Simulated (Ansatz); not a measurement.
# CH9NSi2: up Jacob's ladder to CCSD(T)

The task here is to estimate one member of a computed series from the others.

Method: functionals in def2-TZVPP, the program's frozen cores in correlated methods; program: Ansatz 0.2.0, Gaussian basis.

Levels to be run: LDA (SPW92), PBE-D4, revPBE-D4, BLYP-D4, r2SCAN-D4, B97M-V, PBE0-D4, B3LYP-D4, r2SCANh-D4, r2SCAN0-D4, HSE06-D4, BHLYP-D4, CAM-B3LYP-D4, LC-ωPBE, ωB97X-V, ωB97M-V, B2PLYP, PBE-QIDH; CCSD(T)/def2-SVP; CCSD(T)/def2-TZVPP; MP2/def2-QZVPP; extrapolation to the limit; RPA on PBE.

**The relaxed structure**

The geometry comes from an earlier relaxation with PBE0-D4 in a triple-zeta def2 set; it is a stationary point, not always the lowest conformer.

SMILES `C[SiH2]N[SiH3]`, 13 atoms, charge 0, spin multiplicity 1.

Atoms are counted from 1 here; the program's logs count them from 0.

Bond lengths: C1–Si2 1.865 Å, C1–H5 1.094 Å, C1–H6 1.093 Å, C1–H7 1.093 Å, Si2–N3 1.730 Å, Si2–H8 1.491 Å, Si2–H9 1.487 Å, N3–Si4 1.724 Å, N3–H10 1.011 Å, Si4–H11 1.485 Å, Si4–H12 1.489 Å, Si4–H13 1.491 Å. Angles: Si2–C1–H5 110.6°, Si2–C1–H6 110.9°, Si2–C1–H7 111.0°, H5–C1–H6 108.4°, H5–C1–H7 107.8°, H6–C1–H7 108.1°, C1–Si2–N3 112.8°, C1–Si2–H8 108.4°, C1–Si2–H9 110.4°, N3–Si2–H8 110.2°, N3–Si2–H9 106.2°, H8–Si2–H9 108.9°, Si2–N3–Si4 128.4°, Si2–N3–H10 115.9°, Si4–N3–H10 115.5°, N3–Si4–H11 108.1°, N3–Si4–H12 109.9°, N3–Si4–H13 113.5° and more.

Coordinates:

```
C     0.5480    2.0056   -0.6814
Si   -0.4169    0.4183   -0.8516
N     0.3307   -0.9109   -0.0354
Si   -0.2547   -1.8026    1.3186
H     0.0488    2.8187   -1.2159
H     0.6447    2.2924    0.3684
H     1.5532    1.8997   -1.0982
H    -0.5654    0.1121   -2.3037
H    -1.7692    0.5668   -0.2509
H     1.1896   -1.2534   -0.4431
H    -1.2386   -0.9546    2.0378
H     0.8743   -2.1461    2.2260
H    -0.9241   -3.0807    0.9441
```

Set-up of the first run:

The input, in.yaml:

```yaml
crystal:
  periodic: [false, false, false]
  atoms:
    - {symbol: C, position_ang: [0.548001, 2.005631, -0.681351]}
    - {symbol: Si, position_ang: [-0.416875, 0.418274, -0.851619]}
    - {symbol: N, position_ang: [0.330677, -0.910909, -0.035372]}
    - {symbol: Si, position_ang: [-0.254705, -1.802552, 1.318643]}
    - {symbol: H, position_ang: [0.048785, 2.818685, -1.215852]}
    - {symbol: H, position_ang: [0.644664, 2.292387, 0.368417]}
    - {symbol: H, position_ang: [1.553205, 1.899693, -1.098169]}
    - {symbol: H, position_ang: [-0.565391, 0.112123, -2.303696]}
    - {symbol: H, position_ang: [-1.769177, 0.566779, -0.250928]}
    - {symbol: H, position_ang: [1.189559, -1.253438, -0.443131]}
    - {symbol: H, position_ang: [-1.238649, -0.954575, 2.037765]}
    - {symbol: H, position_ang: [0.874340, -2.146092, 2.226011]}
    - {symbol: H, position_ang: [-0.924132, -3.080705, 0.944082]}
basis:
  gaussian: {orbitals: def2-TZVPP}
hamiltonian: {xc: lda}
output: {orbitals: {seedname: orbitals}}
```

Steps of the session up to this table: LDA; PBE-D4 (GGA); revPBE-D4 (GGA); BLYP-D4 (GGA); r2SCAN-D4 (meta-GGA); B97M-V (meta-GGA); PBE0-D4 (hybrid); B3LYP-D4 (hybrid); r2SCANh-D4 (hybrid); r2SCAN0-D4 (hybrid); HSE06-D4 (hybrid); BHLYP-D4 (hybrid); CAM-B3LYP-D4 (range-separated); LC-ωPBE-D4 (range-separated; the results give it without D4); ωB97X-V (range-separated); ωB97M-V (range-separated); B2PLYP (double hybrid); PBE-QIDH (double hybrid).

One table of the session follows, with a row left open; its other results are not shown here.

It belongs to the step «Orbital energies across the functionals». 

| functional | HOMO (eV) | gap (eV) |
| --- | --- | --- |
| LDA (SPW92) | -6.14 | 5.26 |
| PBE-D4 | -6.04 | 5.39 |
| revPBE-D4 | -6.00 | 5.46 |
| BLYP-D4 | -5.92 | 5.39 |
| r2SCAN-D4 | -6.33 | 6.14 |
| B97M-V | -6.49 | 5.99 |
| PBE0-D4 | -7.36 | 7.55 |
| B3LYP-D4 | -7.14 | 7.11 |
| r2SCANh-D4 | -6.82 | 6.90 |
| r2SCAN0-D4 | -7.56 | 8.04 |
| HSE06-D4 | ? | ? |
| BHLYP-D4 | -8.61 | 9.59 |
| CAM-B3LYP-D4 | -8.73 | 9.85 |
| LC-ωPBE | -10.09 | 12.41 |
| ωB97X-V | -9.75 | 11.88 |
| ωB97M-V | -9.65 | 11.40 |

**Question.** Estimate the row for HSE06-D4.

As computed: HOMO (eV): -6.96; gap (eV): 6.78. In the column «HOMO (eV)» it lies between B3LYP-D4 (-7.14) and r2SCANh-D4 (-6.82).
